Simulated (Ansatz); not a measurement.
## HfH3, space group Pm-3m: a relaxation followed by a look at the electronic structure, step by step

Computed with the Ansatz DFT code, driven from Python.

Input file `hfh3.xyz`:
```text
4
Lattice="3.084554 0.0 0.0 0.0 3.084554 0.0 0.0 0.0 3.084554" Properties=species:S:1:pos:R:3 pbc="T T T"
Hf    0.00000000    0.00000000    0.00000000
H     0.00000000    1.54227700    1.54227700
H     1.54227700    0.00000000    1.54227700
H     1.54227700    1.54227700    0.00000000
```

At the Python prompt:
```pycon
>>> from dataclasses import dataclass
>>> import warnings
>>> import ansatz as az
>>> import numpy as np
>>> @dataclass
... class Options:
...     xc: str = "PBEsol"
...     ecut: int = 320
...     smearing: str = "methfessel_paxton"
...
>>> settings = Options()
>>> def count_gap(report):
...     # lowest empty less highest filled band, counting bands; zero where they overlap
...     return max(report.get("gap_by_band_count_ev") or 0.0, 0.0)
...
>>> def with_settings(crystal, spacing):
...     return (
...         crystal.calculation()
...         .initial_density(normalization="cell")
...         .functional(settings.xc)
...         .basis(settings.ecut, density_ratio=8)
...         .occupations(settings.smearing)
...         .kpoints(spacing=spacing)
...     )
...
>>> warnings.simplefilter("ignore", az.DeckWarning)
>>> hfh3 = az.Crystal.from_extxyz("hfh3.xyz")
>>> len(hfh3.resolved().sites)
4
>>> relaxed = with_settings(hfh3, 0.3).relax(cell=True, force_tolerance=0.01, max_steps=40).checkpoint(write="relax.run", compress=False).run(threads=1)

>>> cell = np.asarray(relaxed.lattice.cell_ang)
>>> print("relaxed edges (A):", np.linalg.norm(cell, axis=1).round(4), " volume:", round(abs(np.linalg.det(cell)), 3), "A^3")
relaxed edges (A): [3.0571 3.0571 3.0571]  volume: 28.571 A^3
>>> for site in relaxed.lattice.sites:
...     print(" ", site.symbol, np.round(site.position_frac, 4) + 0.0)
...
  Hf [0. 0. 0.]
  H [0.  0.5 0.5]
  H [0.5 0.  0.5]
  H [0.5 0.5 0. ]
>>> final = az.Crystal.from_checkpoint("relax.run")
>>> res = with_settings(final, 0.22).functional("r2scan").stress().band_table().density_of_states(energy_step=0.05).run(threads=1)
>>> summary = res.report
>>> summary["n_iterations"], summary["closed_by"]
(8, 'deck_thresholds')
>>> summary["n_electrons"]
29.0
>>> dos = res.density_of_states()
>>> print(f"pressure at the relaxed cell {np.trace(summary['stress_gpa']) / 3:.3f} GPa, gap by band count {count_gap(summary):.3f} eV")
pressure at the relaxed cell 2.866 GPa, gap by band count 0.000 eV
>>> if count_gap(summary) == 0:
...     print("states/eV at the Fermi level:", round(float(np.interp(dos.fermi_ev, dos.energies_ev, dos.spin_summed_g_bin_mean_per_ev)), 3))
...
states/eV at the Fermi level: 0.804
```

Notes:
- These settings explore the input space; cutoff and mesh may be short of convergence.
- The cutoff lies under the one recommended for these potentials.
- No spin polarisation was allowed.
- Under the recommended cutoff a pressure can be off by several GPa, even in sign.
- The mesh is modest for a metal, so energies can be off by several to tens of meV an atom and pressures by half a GPa or more; differences at equal mesh fare better.
- The zero of the levels is a convention of the potentials, so an absolute Fermi energy is no work function.
- A gap by band count of zero or less means overlapping bands, a metal, and at an odd count of electrons it is no gap at all.
- This cell is a computed structure, which may not be the phase found in nature.
- Gaps and levels are Kohn-Sham values on a finite set of k-points, without spin-orbit coupling.
- Where the second run takes another functional or mesh than the relaxation, its pressure isn't zero; pressure is positive in compression.
- The computed bands are complete only to about 5.3 eV above the Fermi level; beyond that the density of states is undercounted.
- The script silences the warnings on its input, which a real study should read.
- Timing: 4.7 s on 1 thread of AMD EPYC 9R45 96-Core Processor (Zen 5), on a shared host, peak memory 0.5 GiB.

(Lines on the test bed's own set-up are left out of the output.)
